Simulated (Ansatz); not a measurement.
# C2H8AlNO: the cost of one run

All numbers below are computed with Ansatz 0.2.0 (UKS PBE/def2-SVP).

## (1) Starting point

Bond lengths: Al1–O2 2.181 Å, Al1–N3 1.729 Å, N3–C4 1.444 Å, Al1–C6 1.994 Å, O2–H7 0.955 Å, C4–H8 1.097 Å, C4–H9 1.094 Å, C4–H10 1.096 Å, C6–H11 1.095 Å, C6–H12 1.094 Å, C6–H13 1.095 Å. Angles (14 of 17 angles, heavy atoms first): O2–Al1–N3 79.0°, O2–Al1–C6 117.9°, N3–Al1–C6 163.1°, Al1–N3–C4 150.0°, Al1–O2–H7 128.4°, N3–C4–H8 109.6°, N3–C4–H9 112.0°, N3–C4–H10 112.1°, Al1–C6–H11 110.7°, Al1–C6–H12 112.1°, Al1–C6–H13 110.8°, H8–C4–H9 107.6°, H8–C4–H10 107.8°, H9–C4–H10 107.7°.

As a file:

```xyz
13

Al    0.2012   -0.5667   -0.2321
O     1.4451    0.8837   -1.2836
N    -0.5202    0.9194    0.2790
C    -1.2753    1.6729    1.2516
H     0.5346    1.2784   -0.4706
C     0.6310   -2.5012   -0.4575
H     1.2800    1.3083   -2.1234
H    -1.8277    2.4745    0.7466
H    -2.0048    1.0488    1.7756
H    -0.6293    2.1346    2.0070
H     1.0212   -2.9219    0.4751
H    -0.2496   -3.0880   -0.7366
H     1.3938   -2.6428   -1.2309
```

## (2) A restrained relaxation towards end A

Springs on the bonds that form and break draw the guess towards this end; the thresholds are loose.

input.yaml

```yaml
crystal:
  periodic: [false, false, false]
  atoms:
    - { symbol: Al, position_ang: [0.2012, -0.5667, -0.2321] }
    - { symbol: O, position_ang: [1.4451, 0.8837, -1.2836] }
    - { symbol: "N", position_ang: [-0.5202, 0.9194, 0.279] }
    - { symbol: C, position_ang: [-1.2753, 1.6729, 1.2516] }
    - { symbol: H, position_ang: [0.5346, 1.2784, -0.4706] }
    - { symbol: C, position_ang: [0.631, -2.5012, -0.4575] }
    - { symbol: H, position_ang: [1.28, 1.3083, -2.1234] }
    - { symbol: H, position_ang: [-1.8277, 2.4745, 0.7466] }
    - { symbol: H, position_ang: [-2.0048, 1.0488, 1.7756] }
    - { symbol: H, position_ang: [-0.6293, 2.1346, 2.007] }
    - { symbol: H, position_ang: [1.0212, -2.9219, 0.4751] }
    - { symbol: H, position_ang: [-0.2496, -3.088, -0.7366] }
    - { symbol: H, position_ang: [1.3938, -2.6428, -1.2309] }
magnetization:
  spin_polarized: true
basis:
  gaussian: { orbitals: def2-SVP }
hamiltonian:
  xc: pbe
relax:
  f_tol: 0.15
  max_steps: 25
  restrain:
    - { distance: [4, 1], at: 2.27, k: 30.0 }
    - { distance: [0, 1], at: 1.87, k: 30.0 }
    - { distance: [4, 2], at: 1.02, k: 30.0 }
output:
  orbitals: {}
```

Run with:

```
$ ansatz run input.yaml --threads 4 --pin off --max-ram 5120MiB --backend cpu --events-out ev --progress --plain --runs-dir out
```

**Question.** How long does this run take on 4 threads of Arm Neoverse N1, shared host, and how much memory does it need?

About 67 s, with a peak of 0.19 GiB.
